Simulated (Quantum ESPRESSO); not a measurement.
# SnSe2 in Quantum ESPRESSO: a series of runs

Runs on SnSe2. Level: PBE. Tasks: work function.

All numbers are computed with Quantum ESPRESSO 7.5; they aren't measurements. Logs are shortened: lines on timing, memory, paths and dates and some standing lists are left out, and cuts for length are marked.

### Step 1. Starting point

The cell holds a slab with vacuum, 6 atoms: a = 3.811 Å, b = 3.811 Å, c = 24.206 Å, α = 90.00°, β = 90.00°, γ = 120.00°.

### Step 2. Work function, PBE

File pw.in:

```
&CONTROL
  calculation = 'scf'
  prefix = 'pwscf'
  outdir = './tmp'
  pseudo_dir = './pseudo'
  tprnfor = .true.
  disk_io = 'low'
/
&SYSTEM
  ibrav = 0
  celldm(1) = 8
  nat = 6
  ntyp = 2
  ecutwfc = 86
  nbnd = 60
  occupations = 'smearing'
  smearing = 'fd'
  degauss = 0.00073499
/
&ELECTRONS
  conv_thr = 6d-09
  electron_maxstep = 150
  mixing_beta = 0.3
  mixing_mode = 'local-TF'
/
ATOMIC_SPECIES
Se    78.9710 Se.upf
Sn   118.7100 Sn.upf
CELL_PARAMETERS alat
  0.9002179948016  -0.0000000000000   0.0000000000000
 -0.4501089974125   0.7796116524488   0.0000000000000
  0.0000000000000   0.0000000000000   5.7177207137036
ATOMIC_POSITIONS crystal
Se     0.6666666667    0.3333333334    0.3098469356
Sn     0.0000000000    0.0000000000    0.3732312904
Se     0.3333333333    0.6666666666    0.4366156452
Se     0.6666666667    0.3333333334    0.5633843548
Sn     0.0000000000    0.0000000000    0.6267687096
Se     0.3333333333    0.6666666666    0.6901530644
K_POINTS automatic
5 5 1 0 0 0
```

File pp_density.in:

```
&INPUTPP
  prefix = 'pwscf'
  outdir = './tmp'
  filplot = 'density.dat'
  plot_num = 0
/
&PLOT
  nfile = 1
  filepp(1) = 'density.dat'
  iflag = 3
  output_format = 6
  fileout = 'density.cube'
/
```

File pp_potential.in:

```
&INPUTPP
  prefix = 'pwscf'
  outdir = './tmp'
  filplot = 'potential.dat'
  plot_num = 11
/
&PLOT
  nfile = 1
  filepp(1) = 'potential.dat'
  iflag = 3
  output_format = 6
  fileout = 'potential.cube'
/
```

File pp_elf.in:

```
&INPUTPP
  prefix = 'pwscf'
  outdir = './tmp'
  filplot = 'elf.dat'
  plot_num = 8
/
&PLOT
  nfile = 1
  filepp(1) = 'elf.dat'
  iflag = 3
  output_format = 6
  fileout = 'elf.cube'
/
```

Potentials or basis: PseudoDojo 0.4.1 SR PBE standard.

Launch:

```console
> OMP_NUM_THREADS=1 mpirun -n 2 pw.x -in pw.in > pw.out
> OMP_NUM_THREADS=1 mpirun -n 1 pp.x -in pp_density.in > pp_density.out
> OMP_NUM_THREADS=1 mpirun -n 1 pp.x -in pp_potential.in > pp_potential.out
> OMP_NUM_THREADS=1 mpirun -n 1 pp.x -in pp_elf.in > pp_elf.out
```

pw.out:

```text
This program is part of the open-source Quantum ESPRESSO suite
     for quantum simulation of materials; please cite
         "P. Giannozzi et al., J. Phys.:Condens. Matter 21 395502 (2009);
         "P. Giannozzi et al., J. Phys.:Condens. Matter 29 465901 (2017);
         "P. Giannozzi et al., J. Chem. Phys. 152 154105 (2020);
     in publications or presentations arising from this work. More details at

     Message from routine setup:
     using ibrav=0 with symmetry is DISCOURAGED, use correct ibrav instead

     Subspace diagonalization in iterative solution of the eigenvalue problem:
     a serial algorithm will be used

     --------------------
     sticks:   dense  smooth     PW     G-vecs:    dense   smooth      PW
     Min         618     618    174               110718   110718   16384
     Max         619     619    175               110737   110737   16399
     Sum        1237    1237    349               221455   221455   32783

     Using Slab Decomposition

     bravais-lattice index     =            0
     lattice parameter (alat)  =       8.0000  a.u.
     unit-cell volume          =    2054.5604 (a.u.)^3
     number of atoms/cell      =            6
     number of atomic types    =            2
     number of electrons       =        92.00
     number of Kohn-Sham states=           60
     kinetic-energy cutoff     =      86.0000  Ry
     charge density cutoff     =     344.0000  Ry
     scf convergence threshold =      6.0E-09
     mixing beta               =       0.3000
     number of iterations used =            8  local-TF  mixing
     Exchange-correlation= PBE
                           (   1   4   3   4   0   0   0)

     celldm(1)=   8.000000  celldm(2)=   0.000000  celldm(3)=   0.000000
     celldm(4)=   0.000000  celldm(5)=   0.000000  celldm(6)=   0.000000

     crystal axes: (cart. coord. in units of alat)
               a(1) = (   0.900218  -0.000000   0.000000 )
               a(2) = (  -0.450109   0.779612   0.000000 )
               a(3) = (   0.000000   0.000000   5.717721 )

     reciprocal axes: (cart. coord. in units 2 pi/alat)
               b(1) = (  1.110842  0.641345 -0.000000 )
               b(2) = (  0.000000  1.282690 -0.000000 )
               b(3) = ( -0.000000 -0.000000  0.174895 )

     PseudoPot. # 1 for Se read from file:
     Se.upf
     Pseudo is Norm-conserving + core correction, Zval = 16.0
     Generated using ONCVPSP code by D. R. Hamann
     Using radial grid of 1214 points,  6 beta functions with:
                l(1) =   0
                l(2) =   0
                l(3) =   1
                l(4) =   1
                l(5) =   2
                l(6) =   2

     PseudoPot. # 2 for Sn read from file:
     Sn.upf
     Pseudo is Norm-conserving + core correction, Zval = 14.0
     Generated using ONCVPSP code by D. R. Hamann
     Using radial grid of 1628 points,  6 beta functions with:
                l(1) =   0
                l(2) =   0
                l(3) =   1
                l(4) =   1
                l(5) =   2
                l(6) =   2

     atomic species   valence    mass     pseudopotential
     Se               16.00    78.97100     Se( 1.00)
     Sn               14.00   118.71000     Sn( 1.00)

     12 Sym. Ops., with inversion, found

   Cartesian axes

     site n.     atom                  positions (alat units)
         1        Se     tau(   1) = (   0.4501090   0.2598706   1.7716182  )
         2        Sn     tau(   2) = (   0.0000000   0.0000000   2.1340323  )
         3        Se     tau(   3) = (  -0.0000000   0.5197411   2.4964463  )
         4        Se     tau(   4) = (   0.4501090   0.2598706   3.2212744  )
         5        Sn     tau(   5) = (   0.0000000   0.0000000   3.5836884  )
         6        Se     tau(   6) = (  -0.0000000   0.5197411   3.9461025  )

     number of k points=     5  Fermi-Dirac smearing, width (Ry)=  0.0007
                       cart. coord. in units 2pi/alat
        k(    1) = (   0.0000000   0.0000000   0.0000000), wk =   0.0800000
        k(    2) = (   0.0000000   0.2565380   0.0000000), wk =   0.4800000
        k(    3) = (   0.0000000   0.5130760   0.0000000), wk =   0.4800000
        k(    4) = (   0.2221684   0.3848070   0.0000000), wk =   0.4800000
        k(    5) = (   0.2221684   0.6413450   0.0000000), wk =   0.4800000

     Dense  grid:   221455 G-vectors     FFT dimensions: (  45,  45, 288)

     Initial potential from superposition of free atoms

     starting charge      91.9966, renormalised to      92.0000

     negative rho (up, down):  2.012E-05 0.000E+00
     Starting wfcs are   54 randomized atomic wfcs +    6 random wfcs

     Self-consistent Calculation

     iteration #  1     ecut=    86.00 Ry     beta= 0.30
     Davidson diagonalization with overlap
     ethr =  1.00E-02,  avg # of iterations =  8.2

     Threshold (ethr) on eigenvalues was too large:
     Diagonalizing with lowered threshold

     Davidson diagonalization with overlap
     ethr =  1.72E-04,  avg # of iterations =  5.8

     total energy              =   -1285.27156783 Ry
     estimated scf accuracy    <       0.15515550 Ry

     iteration #  2     ecut=    86.00 Ry     beta= 0.30
     Davidson diagonalization with overlap
     ethr =  1.69E-04,  avg # of iterations =  2.6
[... 6 lines left out ...]
     iteration #  3     ecut=    86.00 Ry     beta= 0.30
     Davidson diagonalization with overlap
     ethr =  1.02E-04,  avg # of iterations =  3.0

     total energy              =   -1285.24714335 Ry
     estimated scf accuracy    <       0.00146946 Ry

     iteration #  4     ecut=    86.00 Ry     beta= 0.30
     Davidson diagonalization with overlap
     c_bands:  1 eigenvalues not converged
     ethr =  1.60E-06,  avg # of iterations = 12.0

     total energy              =   -1285.24722559 Ry
     estimated scf accuracy    <       0.00049252 Ry

     iteration #  5     ecut=    86.00 Ry     beta= 0.30
     Davidson diagonalization with overlap
     ethr =  5.35E-07,  avg # of iterations =  2.0

     total energy              =   -1285.24726774 Ry
     estimated scf accuracy    <       0.00010930 Ry
[... 49 lines left out ...]
     total energy              =   -1285.24728233 Ry
     estimated scf accuracy    <       0.00000001 Ry

     iteration # 13     ecut=    86.00 Ry     beta= 0.30
     Davidson diagonalization with overlap
     ethr =  1.21E-11,  avg # of iterations =  4.2

     End of self-consistent calculation

          k = 0.0000 0.0000 0.0000 ( 27747 PWs)   bands (ev):

   -45.4396 -45.4396 -45.4396 -45.4396 -45.4159 -45.4159 -45.4159 -45.4159
   -45.3905 -45.3905 -45.3903 -45.3903 -45.3735 -45.3734 -45.3622 -45.3622
   -45.3622 -45.3622 -45.3436 -45.3436 -19.8799 -19.8799 -19.8799 -19.8799
   -19.8438 -19.8437 -19.8298 -19.8298 -19.8298 -19.8298 -12.5056 -12.4158
   -11.0276 -10.8582  -4.4183  -3.9507  -0.1764   0.6951   0.6951   0.7463
     0.7463   0.8038   1.1049   1.1049   1.1789   1.1789   2.7812   3.5048
     4.3703   4.4017   5.8748   5.8748   6.0133   6.0133   6.9057   7.0399
     8.0506   9.2167   9.8938   9.8975
[... 36 lines left out ...]
   -45.4394 -45.4393 -45.4391 -45.4390 -45.4157 -45.4157 -45.4154 -45.4154
   -45.3907 -45.3906 -45.3905 -45.3904 -45.3732 -45.3731 -45.3624 -45.3624
   -45.3623 -45.3623 -45.3432 -45.3432 -19.9205 -19.9204 -19.8763 -19.8762
   -19.8428 -19.8428 -19.8172 -19.8172 -19.8091 -19.8090 -10.6723 -10.6331
   -10.3415 -10.3205  -5.9203  -5.9185  -3.0311  -2.7969  -2.2712  -2.0903
    -1.4842  -1.4213   0.1273   0.3984   0.6530   0.9087   3.1078   3.3407
     6.5153   6.5379   6.8810   7.1840   7.4831   7.8769   7.9361   8.2303
     9.9823  10.3371  10.3395  10.5285

     the Fermi energy is     2.1208 ev

!    total energy              =   -1285.24728232 Ry
     estimated scf accuracy    <          1.9E-09 Ry
     smearing contrib. (-TS)   =      -0.00000000 Ry
     internal energy E=F+TS    =   -1285.24728232 Ry

     The total energy is F=E-TS. E is the sum of the following terms:
     one-electron contribution =   -5582.35763218 Ry
     hartree contribution      =    2798.77858440 Ry
     xc contribution           =    -282.13631361 Ry
     ewald contribution        =    1780.46807907 Ry

     convergence has been achieved in  13 iterations

     Forces acting on atoms (cartesian axes, Ry/au):

     atom    1 type  1   force =     0.00000000   -0.00000000   -0.03128187
     atom    2 type  2   force =     0.00000000    0.00000000   -0.00125239
     atom    3 type  1   force =     0.00000000   -0.00000000    0.02857444
     atom    4 type  1   force =     0.00000000   -0.00000000   -0.02857444
     atom    5 type  2   force =     0.00000000   -0.00000000    0.00125239
     atom    6 type  1   force =     0.00000000    0.00000000    0.03128187

     Total force =     0.059944     Total SCF correction =     0.000429

=------------------------------------------------------------------------------=
   JOB DONE.
=------------------------------------------------------------------------------=
```

pp_potential.out:

```text
This program is part of the open-source Quantum ESPRESSO suite
     for quantum simulation of materials; please cite
         "P. Giannozzi et al., J. Phys.:Condens. Matter 21 395502 (2009);
         "P. Giannozzi et al., J. Phys.:Condens. Matter 29 465901 (2017);
         "P. Giannozzi et al., J. Chem. Phys. 152 154105 (2020);
     in publications or presentations arising from this work. More details at

     IMPORTANT: XC functional enforced from input :
     Exchange-correlation= PBE
                           (   1   4   3   4   0   0   0)
     Any further DFT definition will be discarded
     Please, verify this is what you really want

     G-vector sticks info
     --------------------
     sticks:   dense  smooth     PW     G-vecs:    dense   smooth      PW
     Sum        1237    1237    349               221455   221455   32783

     Using Slab Decomposition

     Calling punch_plot, plot_num =  11
     Writing data to file  potential.dat
     Reading data from file  potential.dat

     Writing data to be plotted to file potential.cube
     Plot Type: 3D                     Output format: Gaussian cube

=------------------------------------------------------------------------------=
   JOB DONE.
=------------------------------------------------------------------------------=
```

Run time: 2.5 min. Hardware: 2 MPI ranks of Arm Neoverse V1, shared host; peak memory 0.54 GiB.

What came out:

```
Free energy                            : -17486.6801 eV
Largest force                          : 0.804 eV/Å
Band gap on the k mesh                 : 1.05 eV, indirect (least direct gap 1.26 eV)
Ionisation potential of the upper face : 6.06 eV
Electron affinity of the upper face    : 5.01 eV
```

Forces on the atoms (eV/Å):
```
Se   0.000  0.000 -0.804
Sn   0.000  0.000 -0.032
Se   0.000  0.000  0.735
Se   0.000  0.000 -0.735
Sn   0.000  0.000  0.032
Se   0.000  0.000  0.804
```

Caveat: ionisation potential and electron affinity come from Kohn-Sham levels, which understate the gap; spin-orbit coupling is left out, which moves the levels of the heavy elements; the cell's inner coordinates are idealised or old, which leaves forces on the atoms.

### Step 3. Work function, PBE

pw.in: that of step 2 with these lines changed.

```diff
@@ -17,3 +17,3 @@
   smearing = 'fd'
-  degauss = 0.00073499
+  degauss = 0.00183747
 /
```

pp_density.in is that of step 2.

pp_potential.in is that of step 2.

pp_elf.in is that of step 2.

Potentials or basis: PseudoDojo 0.4.1 SR PBE standard.

Launch:

```console
> OMP_NUM_THREADS=1 mpirun -n 2 pw.x -in pw.in > pw.out
> OMP_NUM_THREADS=1 mpirun -n 1 pp.x -in pp_density.in > pp_density.out
> OMP_NUM_THREADS=1 mpirun -n 1 pp.x -in pp_potential.in > pp_potential.out
> OMP_NUM_THREADS=1 mpirun -n 1 pp.x -in pp_elf.in > pp_elf.out
```

pw.out:

```text
This program is part of the open-source Quantum ESPRESSO suite
     for quantum simulation of materials; please cite
         "P. Giannozzi et al., J. Phys.:Condens. Matter 21 395502 (2009);
         "P. Giannozzi et al., J. Phys.:Condens. Matter 29 465901 (2017);
         "P. Giannozzi et al., J. Chem. Phys. 152 154105 (2020);
     in publications or presentations arising from this work. More details at

     Message from routine setup:
     using ibrav=0 with symmetry is DISCOURAGED, use correct ibrav instead

     Subspace diagonalization in iterative solution of the eigenvalue problem:
     a serial algorithm will be used

     --------------------
     sticks:   dense  smooth     PW     G-vecs:    dense   smooth      PW
     Min         618     618    174               110718   110718   16384
     Max         619     619    175               110737   110737   16399
     Sum        1237    1237    349               221455   221455   32783

     Using Slab Decomposition

[... 237 lines left out ...]
   -19.8428 -19.8428 -19.8172 -19.8172 -19.8091 -19.8090 -10.6723 -10.6331
   -10.3415 -10.3205  -5.9203  -5.9185  -3.0311  -2.7969  -2.2712  -2.0903
    -1.4842  -1.4213   0.1273   0.3984   0.6530   0.9087   3.1078   3.3407
     6.5153   6.5379   6.8810   7.1840   7.4831   7.8769   7.9361   8.2303
     9.9823  10.3371  10.3395  10.5285

     the Fermi energy is     1.8288 ev

!    total energy              =   -1285.24728232 Ry
     estimated scf accuracy    <          1.9E-09 Ry
     smearing contrib. (-TS)   =      -0.00000000 Ry
     internal energy E=F+TS    =   -1285.24728232 Ry

     The total energy is F=E-TS. E is the sum of the following terms:
     one-electron contribution =   -5582.35763225 Ry
     hartree contribution      =    2798.77858449 Ry
     xc contribution           =    -282.13631362 Ry
     ewald contribution        =    1780.46807907 Ry

     convergence has been achieved in  13 iterations

     Forces acting on atoms (cartesian axes, Ry/au):

     atom    1 type  1   force =     0.00000000    0.00000000   -0.03128187
     atom    2 type  2   force =     0.00000000    0.00000000   -0.00125238
     atom    3 type  1   force =     0.00000000    0.00000000    0.02857444
     atom    4 type  1   force =     0.00000000   -0.00000000   -0.02857444
     atom    5 type  2   force =    -0.00000000   -0.00000000    0.00125238
     atom    6 type  1   force =     0.00000000   -0.00000000    0.03128187

     Total force =     0.059944     Total SCF correction =     0.000429

=------------------------------------------------------------------------------=
   JOB DONE.
=------------------------------------------------------------------------------=
```

pp_potential.out:

```text
This program is part of the open-source Quantum ESPRESSO suite
     for quantum simulation of materials; please cite
         "P. Giannozzi et al., J. Phys.:Condens. Matter 21 395502 (2009);
         "P. Giannozzi et al., J. Phys.:Condens. Matter 29 465901 (2017);
         "P. Giannozzi et al., J. Chem. Phys. 152 154105 (2020);
     in publications or presentations arising from this work. More details at

     IMPORTANT: XC functional enforced from input :
     Exchange-correlation= PBE
                           (   1   4   3   4   0   0   0)
     Any further DFT definition will be discarded
     Please, verify this is what you really want

     G-vector sticks info
     --------------------
     sticks:   dense  smooth     PW     G-vecs:    dense   smooth      PW
     Sum        1237    1237    349               221455   221455   32783

     Using Slab Decomposition

     Calling punch_plot, plot_num =  11
     Writing data to file  potential.dat
     Reading data from file  potential.dat

     Writing data to be plotted to file potential.cube
     Plot Type: 3D                     Output format: Gaussian cube

=------------------------------------------------------------------------------=
   JOB DONE.
=------------------------------------------------------------------------------=
```

Run time: 2.4 min. Hardware: 2 MPI ranks of Arm Neoverse V1, shared host; peak memory 0.54 GiB.

Results:

| Item | Value |
| --- | --- |
| Free energy | -17486.6801 eV |
| Largest force | 0.804 eV/Å |
| Band gap on the k mesh | 1.05 eV, indirect (least direct gap 1.26 eV) |
| Ionisation potential of the upper face | 6.06 eV |
| Electron affinity of the upper face | 5.01 eV |

Forces in eV/Å, atoms in the order of the input:
```
Se   0.000  0.000 -0.804
Sn   0.000  0.000 -0.032
Se   0.000  0.000  0.735
Se   0.000  0.000 -0.735
Sn   0.000  0.000  0.032
Se   0.000  0.000  0.804
```

Levels at points of the mesh, in eV from the valence-band top:
| k point | band 42 | band 43 | band 44 | band 45 | band 46 | band 47 | band 48 | band 49 | band 50 | band 51 |
| --- | --- | --- | --- | --- | --- | --- | --- | --- | --- | --- |
| (0.00, 0.00, 0.00) | -0.50 | -0.20 | -0.20 | -0.12 | -0.12 | 1.48 | 2.20 | 3.07 | 3.10 | 4.57 |

Caveat: ionisation potential and electron affinity come from Kohn-Sham levels, which understate the gap; spin-orbit coupling is left out, which moves the levels of the heavy elements; the cell's inner coordinates are idealised or old, which leaves forces on the atoms.

(Part 1 of 3 ends here.)
